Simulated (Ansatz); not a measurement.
Runs of Ansatz 0.2.0 on Hf2Pd2Se2Br2O3. It takes space group Cm (No. 8, monoclinic). The conventional cell has a = 15.354 Å, b = 3.419 Å, c = 13.208 Å, α = 90.00°, β = 107.63°, γ = 90.00°. Hf (site symmetry m) has 3 O at 1.97 to 2.13 Å as nearest neighbours. Around Hf (site symmetry m) lie 3 O at 1.87 to 2.09 Å. Pd (site symmetry m) has 2 O at 2.23 Å and 2 Se at 2.41 Å as nearest neighbours. Pd (site symmetry m) is surrounded by 4 Se at 2.42 to 2.60 Å. Se (site symmetry m) has 2 Pd at 2.42 Å and 1 Hf at 2.76 Å as nearest neighbours. Around Se (site symmetry m) lie 4 Pd at 2.41 to 2.60 Å. Around Br (site symmetry m) lie 3 Hf at 2.82 to 3.06 Å and 3 O at 3.21 to 3.22 Å. Around Br (site symmetry m) lie 2 Hf at 2.73 Å. The cell was built by a generator and needn't be a form met in nature.

```tsv
U	gap on the mesh (eV)	pressure (GPa)	largest force (eV/Å)
Hf d U = 4 eV, Pd d U = 4 eV	1.20	(d)	0.37
Hf d U = 6 eV, Pd d U = 6 eV	(c)	2.1	0.56
Hf d U = 8 eV, Pd d U = 8 eV	(a)	(b)	0.76
Hf d U = 2 eV, Pd d U = 2 eV	1.06	0.6	0.18
```

Alike in all rows: task projected density of states; level PBE+U; potentials or basis Ansatz PAW; no spin polarisation; cell as given; k mesh 8 × 8 × 2; cutoff (eV) 420; smearing fermi-dirac 0.05 eV.

**Question.** Estimate the missing entries.

**Answer.** (a) 1.29; (b) 3.0; (c) 1.27; (d) 1.3.

Caveats: spin-orbit coupling is left out, which moves the levels of the heavy elements.

A k mesh can miss the band edges, and the runs leave out spin-orbit coupling on Br, Hf, Pd, Se.
